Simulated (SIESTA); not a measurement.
A run of SIESTA 5.4.2:

Contents of Si2Ni6B.fdf:

```
SystemName                      Si2Ni6B
SystemLabel                     Si2Ni6B
NumberOfSpecies                 3
NumberOfAtoms                   9
%block ChemicalSpeciesLabel
  1  28 Ni
  2  14 Si
  3   5 B
%endblock ChemicalSpeciesLabel

LatticeConstant                 1.0 Ang
%block LatticeVectors
     6.1050000000     0.0000000000     0.0000000000
    -3.0525000000     5.2870850901     0.0000000000
     0.0000000000     0.0000000000     2.8950000000
%endblock LatticeVectors
AtomicCoordinatesFormat         Fractional
%block AtomicCoordinatesAndAtomicSpecies
     0.0000000000     0.2470000000     0.0000000000  1  Ni
     0.7530000000     0.7530000000     0.0000000000  1  Ni
     0.2470000000     0.0000000000     0.0000000000  1  Ni
     0.0000000000     0.6080000000     0.5000000000  1  Ni
     0.3920000000     0.3920000000     0.5000000000  1  Ni
     0.6080000000     0.0000000000     0.5000000000  1  Ni
     0.6666666667     0.3333333333     0.0000000000  2  Si
     0.3333333333     0.6666666667     0.0000000000  2  Si
     0.0000000000     0.0000000000     0.5000000000  3  B
%endblock AtomicCoordinatesAndAtomicSpecies

%block kgrid.MonkhorstPack
    5   0   0  0.0
    0   5   0  0.0
    0   0   9  0.0
%endblock kgrid.MonkhorstPack
XC.Functional                   GGA
XC.Authors                      PBEsol
PAO.BasisSize                   DZP
PAO.EnergyShift                 0.003 Ry
Mesh.Cutoff                     800 Ry
Spin                            polarized
%block DM.InitSpin
    1   1.000
    2   1.000
    3   1.000
    4   1.000
    5   1.000
    6   1.000
    7   0.000
    8   0.000
    9   0.000
%endblock DM.InitSpin
OccupationFunction              FD
ElectronicTemperature           0.05 eV
MaxSCFIterations                200
SCF.MustConverge                false
SCF.Mixer.Method                Pulay
SCF.Mixer.Weight                0.1
SCF.Mixer.History               10
SCF.DM.Tolerance                5.0e-05
SCF.H.Tolerance                 1.0e-03 eV
WriteForces                     true
Charge.Mulliken                 end
BandLinesScale                  ReciprocalLatticeVectors
%block BandLines
    1    0.000000   0.000000   0.000000  \Gamma
    7    0.500000   0.000000   0.000000  M
    4    0.333333   0.333333   0.000000  K
    8    0.000000   0.000000   0.000000  \Gamma
   13    0.000000   0.000000   0.500000  A
    7    0.500000   0.000000   0.500000  L
    4    0.333333   0.333333   0.500000  H
    8    0.000000   0.000000   0.500000  A
    1    0.500000   0.000000   0.500000  L
   13    0.500000   0.000000   0.000000  M
    1    0.333333   0.333333   0.000000  K
   13    0.333333   0.333333   0.500000  H
%endblock BandLines
%block PAO.Basis
  Ni 5
  n=3 0 2
    2.437 0.000
  n=4 0 2
    7.067 0.000
  n=3 1 2
    2.721 0.000
  n=4 1 1
    7.067
  n=3 2 2
    4.466 0.000
%endblock PAO.Basis
```

Potentials or basis: PseudoDojo 0.4 standard (PBEsol files), DZP (energy shift 0.003 Ry; two zetas on semicore shells).

Run with:

```sh
$ siesta Si2Ni6B.fdf > Si2Ni6B.out 2>&1
```

Hardware: 1 thread of Arm Neoverse V2 (shared host).

**Question.** How long does it take, and how much memory?

**Answer.** It took 9.2 min on 1 thread of Arm Neoverse V2 (shared host), peak memory 0.68 GiB. Counts: scf iterations 16, k points 113, bands 177.
